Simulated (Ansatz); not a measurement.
From input file to script: C₃H₁₀GeO₂, SMILES COC(C)[O][GeH3] in Ansatz 0.2.0.

```yaml
crystal:
  periodic: [false, false, false]
  atoms:
    - { symbol: C, position_ang: [-0.8153, -0.9218, 1.5341] }
    - { symbol: O, position_ang: [-1.0007, -0.5305, 0.1915] }
    - { symbol: C, position_ang: [-0.1087, 0.5193, -0.1515] }
    - { symbol: C, position_ang: [-0.8638, 1.8446, -0.0953] }
    - { symbol: O, position_ang: [0.3435, 0.3327, -1.4725] }
    - { symbol: Ge, position_ang: [1.5337, -1.0229, -1.4908] }
    - { symbol: H, position_ang: [-1.5724, -1.6921, 1.7866] }
    - { symbol: H, position_ang: [0.1902, -1.3755, 1.6773] }
    - { symbol: H, position_ang: [-0.9579, -0.0653, 2.2297] }
    - { symbol: H, position_ang: [0.7668, 0.6204, 0.5413] }
    - { symbol: H, position_ang: [-0.1939, 2.6759, -0.4024] }
    - { symbol: H, position_ang: [-1.7394, 1.8169, -0.7786] }
    - { symbol: H, position_ang: [-1.2198, 2.0413, 0.9379] }
    - { symbol: H, position_ang: [0.8521, -2.3309, -1.0129] }
    - { symbol: H, position_ang: [2.7272, -0.6887, -0.5593] }
    - { symbol: H, position_ang: [2.0584, -1.2234, -2.9353] }
basis:
  gaussian: { orbitals: def2-SVPD }
hamiltonian:
  xc: hf
```

The program run on that file:
```console
$ ansatz run input.yaml --threads 1 --pin off --max-ram 4096MiB --backend cpu --events-out ev --progress --plain --runs-dir out
Engine: ansatz 0.2.0, aarch64-unknown-linux-gnu
Functional definition: HF
  exchange = exact_x
  correlation = 0
2222 factors; their error is unknown
mean field evaluation 1: about -63779.5197 eV, gradient 4.3e1 eV
mean field evaluation 2: about -63782.8165 eV, gradient 2.5e1 eV
mean field evaluation 4: about -63784.0135 eV, gradient 1.2e0 eV
mean field evaluation 8: about -63784.0175 eV, gradient 2.7e-2 eV
mean field -63784.90335727 eV, -2344.0519634194 hartree, gradient 4.2e-5 eV, S^2 0.000000; 0 other end points of the search recorded, 0 dependent functions left out
reference -63784.90335727 eV, -2344.0519634194 hartree; 38, 38 occupied and 186, 186 virtual orbitals, 2222 factors
Total energy: -63784.90335727 eV, -2344.0519634194 hartree
```

The script, `c3h10geo2.py`:
```python
"""Single point of C3H10GeO2 in a Gaussian basis."""

import json
import sys

import ansatz as az


def main() -> None:
    system = (
        az.Crystal.molecule()
        .atom("C", [-0.8153, -0.9218, 1.5341])
        .atom("O", [-1.0007, -0.5305, 0.1915])
        .atom("C", [-0.1087, 0.5193, -0.1515])
        .atom("C", [-0.8638, 1.8446, -0.0953])
        .atom("O", [0.3435, 0.3327, -1.4725])
        .atom("Ge", [1.5337, -1.0229, -1.4908])
        .atom("H", [-1.5724, -1.6921, 1.7866])
        .atom("H", [0.1902, -1.3755, 1.6773])
        .atom("H", [-0.9579, -0.0653, 2.2297])
        .atom("H", [0.7668, 0.6204, 0.5413])
        .atom("H", [-0.1939, 2.6759, -0.4024])
        .atom("H", [-1.7394, 1.8169, -0.7786])
        .atom("H", [-1.2198, 2.0413, 0.9379])
        .atom("H", [0.8521, -2.3309, -1.0129])
        .atom("H", [2.7272, -0.6887, -0.5593])
        .atom("H", [2.0584, -1.2234, -2.9353])
    )

    setup = (
        system.calculation()
        .basis(gaussian="def2-SVPD")
        .functional("hf")
    )
    try:
        r = setup.run(threads=1, backend="cpu").report
    except az.AnsatzError as error:
        sys.exit(f"{type(error).__name__}: {error}")

    print("reference energy %16.6f eV" % r["reference_energy_ev"])
    print("total energy     %16.6f eV" % r["free_energy_ev"])
    print("occupied orbitals outside the frozen core (up, down):", r["n_occupied"], " frozen:", r["n_frozen"], " virtual:", r["n_virtual"])

    state = r["mean_field"]["state"]
    print(f"mean field: {state['energy']['hartree']:.7f} Ha, <S^2> = {abs(state['spin_squared']):.4f}, stability: {state.get('stability', {}).get('kind')}")
    with open("c3h10geo2.json", "w") as handle:
        json.dump({k: r[k] for k in ("free_energy_ev", "reference_energy_ev", "n_occupied", "n_virtual")}, handle, indent=1)


if __name__ == "__main__":
    main()
```

```console
$ python c3h10geo2.py
reference energy    -63784.903357 eV
total energy        -63784.903357 eV
occupied orbitals outside the frozen core (up, down): [38, 38]  frozen: 0  virtual: [186, 186]
mean field: -2344.0519634 Ha, <S^2> = 0.0000, stability: minimum
```

Reading the output:
- Total energies depend on the basis set; only differences at equal settings carry meaning.
- The geometry is a force-field or estimated start, not a minimum of this method, and the basis set is short of its limit.
- Hardware and time: 7.3 s on 1 thread of Arm Neoverse V1, with other jobs on the host, peak memory 0.66 GiB.

(Lines on the test bed's own set-up are left out of the output.)
